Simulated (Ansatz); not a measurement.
# C2H9NSi2: the cost of one run

Method: RKS BLYP-D4/6-31G*, in Ansatz 0.2.0.

**1. The system as given**

Bond lengths: C1–Si2 1.798 Å, Si2–C3 1.892 Å, C3–N4 1.189 Å, N4–Si5 1.765 Å, C1–H6 1.128 Å, C1–H7 1.065 Å, C1–H8 1.135 Å, Si2–H9 1.520 Å, Si2–H10 1.485 Å, C3–H11 1.113 Å, Si5–H12 1.455 Å, Si5–H13 1.474 Å, Si5–H14 1.465 Å. Angles (14 of 22 angles, heavy atoms first): C1–Si2–C3 112.5°, Si2–C3–N4 122.4°, C3–N4–Si5 120.4°, C1–Si2–H9 107.1°, C1–Si2–H10 110.2°, C3–Si2–H9 111.7°, C3–Si2–H10 110.4°, Si2–C1–H6 113.3°, Si2–C1–H7 114.6°, Si2–C1–H8 110.1°, Si2–C3–H11 112.5°, N4–C3–H11 125.1°, N4–Si5–H12 110.5°, N4–Si5–H13 106.0°.

Structure file:

```xyz
14

C    -0.8042    1.5406    1.6169
Si    0.7974    1.1093    0.9236
C     0.6800   -0.2687   -0.3678
N    -0.3547   -0.7710   -0.6705
Si   -0.4022   -2.0597   -1.8751
H    -0.7588    2.4049    2.3406
H    -1.3084    0.7382    2.1018
H    -1.4821    1.9536    0.8058
H     1.6955    0.7157    2.0856
H     1.4448    2.3119    0.3410
H     1.6776   -0.5731   -0.7569
H    -1.7684   -2.5151   -2.0804
H     0.1468   -1.4795   -3.1135
H     0.4238   -3.1363   -1.3223
```

**2. Relaxing end A**

The input, input.yaml:

```yaml
crystal:
  periodic: [false, false, false]
  atoms:
    - { symbol: C, position_ang: [-0.8042, 1.5406, 1.6169] }
    - { symbol: Si, position_ang: [0.7974, 1.1093, 0.9236] }
    - { symbol: C, position_ang: [0.68, -0.2687, -0.3678] }
    - { symbol: "N", position_ang: [-0.3547, -0.771, -0.6705] }
    - { symbol: Si, position_ang: [-0.4022, -2.0597, -1.8751] }
    - { symbol: H, position_ang: [-0.7588, 2.4049, 2.3406] }
    - { symbol: H, position_ang: [-1.3084, 0.7382, 2.1018] }
    - { symbol: H, position_ang: [-1.4821, 1.9536, 0.8058] }
    - { symbol: H, position_ang: [1.6955, 0.7157, 2.0856] }
    - { symbol: H, position_ang: [1.4448, 2.3119, 0.341] }
    - { symbol: H, position_ang: [1.6776, -0.5731, -0.7569] }
    - { symbol: H, position_ang: [-1.7684, -2.5151, -2.0804] }
    - { symbol: H, position_ang: [0.1468, -1.4795, -3.1135] }
    - { symbol: H, position_ang: [0.4238, -3.1363, -1.3223] }
basis:
  gaussian: { orbitals: "6-31G*" }
hamiltonian:
  xc: blyp
  dispersion: d4
relax:
  f_tol: 0.02
  max_steps: 50
```

Run with:

```console
ansatz run input.yaml --threads 2 --pin off --max-ram 3072MiB --backend cpu --events-out ev --progress --plain --runs-dir out
```

**Question.** How long does this run take on 2 threads of Arm Neoverse V1, shared host, and how much memory does it need?

About 86 s, with a peak of 0.15 GiB.
